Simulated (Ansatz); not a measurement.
**C₂H₆OSSi: a ladder of functionals and wavefunction methods**

How much do the methods differ for C₂H₆OSSi? The plan is to run it at one geometry with functionals of several rungs and with coupled cluster, and see how far each lands from CCSD(T) at the basis-set limit for the atomisation energy.

The runs use Ansatz 0.2.0, Gaussian basis; functionals in def2-TZVPP, the program's frozen cores in correlated methods.

Plan: PBE-D4, r2SCAN-D4, PBE0-D4, B3LYP-D4, ωB97X-V, ωB97M-V, B2PLYP; CCSD(T)/def2-TZVPP; MP2/def2-QZVPP; extrapolation to the limit.

### 1 The geometry

An earlier PBE0-D4 in a triple-zeta def2 set relaxation fixed the geometry.

SMILES `O=C[SiH2]CS`, 11 atoms, charge 0, spin multiplicity 1.

Atoms are counted from 1 here; the program's logs count them from 0.

Bond lengths: O1–C2 1.207 Å, C2–Si3 1.926 Å, C2–H6 1.117 Å, Si3–C4 1.869 Å, Si3–H7 1.485 Å, Si3–H8 1.493 Å, C4–S5 1.817 Å, C4–H9 1.092 Å, C4–H10 1.093 Å, S5–H11 1.343 Å. Angles: O1–C2–Si3 122.8°, O1–C2–H6 118.9°, Si3–C2–H6 118.4°, C2–Si3–C4 109.4°, C2–Si3–H7 108.4°, C2–Si3–H8 105.5°, C4–Si3–H7 111.6°, C4–Si3–H8 112.8°, H7–Si3–H8 108.8°, Si3–C4–S5 110.6°, Si3–C4–H9 112.5°, Si3–C4–H10 109.7°, S5–C4–H9 110.7°, S5–C4–H10 105.8°, H9–C4–H10 107.2°, C4–S5–H11 96.1°.

As a file:

| atom | x (Å) | y (Å) | z (Å) |
| --- | --- | --- | --- |
| O1 | -1.8388 | -0.1902 | 1.1357 |
| C2 | -0.7781 | 0.2146 | 1.5464 |
| Si3 | 0.7407 | 0.5074 | 0.3989 |
| C4 | 0.3072 | -0.0013 | -1.3464 |
| S5 | -0.1188 | -1.7662 | -1.4108 |
| H6 | -0.6758 | 0.4512 | 2.6331 |
| H7 | 1.8866 | -0.2759 | 0.9276 |
| H8 | 1.0562 | 1.9617 | 0.5163 |
| H9 | -0.4953 | 0.6045 | -1.7710 |
| H10 | 1.1797 | 0.1182 | -1.9931 |
| H11 | -1.1981 | -1.6811 | -0.6159 |

### 2 PBE-D4 (GGA)

File in.yaml:

```yaml
crystal:
  periodic: [false, false, false]
  atoms:
    - {symbol: O, position_ang: [-1.838772, -0.190156, 1.135667]}
    - {symbol: C, position_ang: [-0.778131, 0.214582, 1.546444]}
    - {symbol: Si, position_ang: [0.740707, 0.507422, 0.398889]}
    - {symbol: C, position_ang: [0.307227, -0.001340, -1.346380]}
    - {symbol: S, position_ang: [-0.118834, -1.766210, -1.410832]}
    - {symbol: H, position_ang: [-0.675796, 0.451238, 2.633077]}
    - {symbol: H, position_ang: [1.886612, -0.275905, 0.927607]}
    - {symbol: H, position_ang: [1.056157, 1.961684, 0.516279]}
    - {symbol: H, position_ang: [-0.495328, 0.604549, -1.770964]}
    - {symbol: H, position_ang: [1.179691, 0.118213, -1.993150]}
    - {symbol: H, position_ang: [-1.198131, -1.681076, -0.615938]}
basis:
  gaussian: {orbitals: def2-TZVPP}
hamiltonian: {xc: pbe, dispersion: d4}
output: {forces: true, orbitals: {seedname: orbitals}}
```

Command:

```bash
ansatz run in.yaml --threads 4 --pin off --events-out ev --progress --plain --max-ram 10444MiB
```

Further steps of the session: r2SCAN-D4 (meta-GGA); PBE0-D4 (hybrid); B3LYP-D4 (hybrid); ωB97X-V (range-separated); ωB97M-V (range-separated); B2PLYP (double hybrid); CCSD(T) in def2-TZVPP; MP2 in def2-QZVPP.

Q: Predict the results of all the runs planned. Wanted: atomisation energy, CCSD(T)/CBS; farthest; mean size of error, hybrid; mean size of error, range-separated; gap, smallest and largest; T1 diagnostic; triples share of the correlation energy.

**Answer**, as computed:

| quantity | value |
| --- | --- |
| atomisation energy, CCSD(T)/CBS | 40.800 eV |
| functionals within 0.204 eV (0.5 %) | r2SCAN-D4, PBE0-D4, B3LYP-D4, ωB97M-V |
| farthest | PBE-D4 (+0.873 eV) |
| mean size of error, hybrid | 0.032 eV |
| mean size of error, range-separated | 0.199 eV |
| gap, smallest and largest | 2.69 eV (PBE-D4), 9.84 eV (ωB97X-V) |
| T1 diagnostic | 0.0140 |
| triples share of the correlation energy | 4.2 % |

What this shows: PBE-D4 is off by +0.873 eV. Double hybrids carry the basis error of their MP2 part in triple zeta, and no dispersion term here, so their miss is partly the set-up's. The reference freezes the cores and leaves out relativity and excitations past (T), so misses under about 0.204 eV can't be ranked. Hartree-Fock recovers 71 % of the binding; the rest is correlation. The gap grows from 2.7 to 9.8 eV across the functionals, mostly with the share of exact exchange.
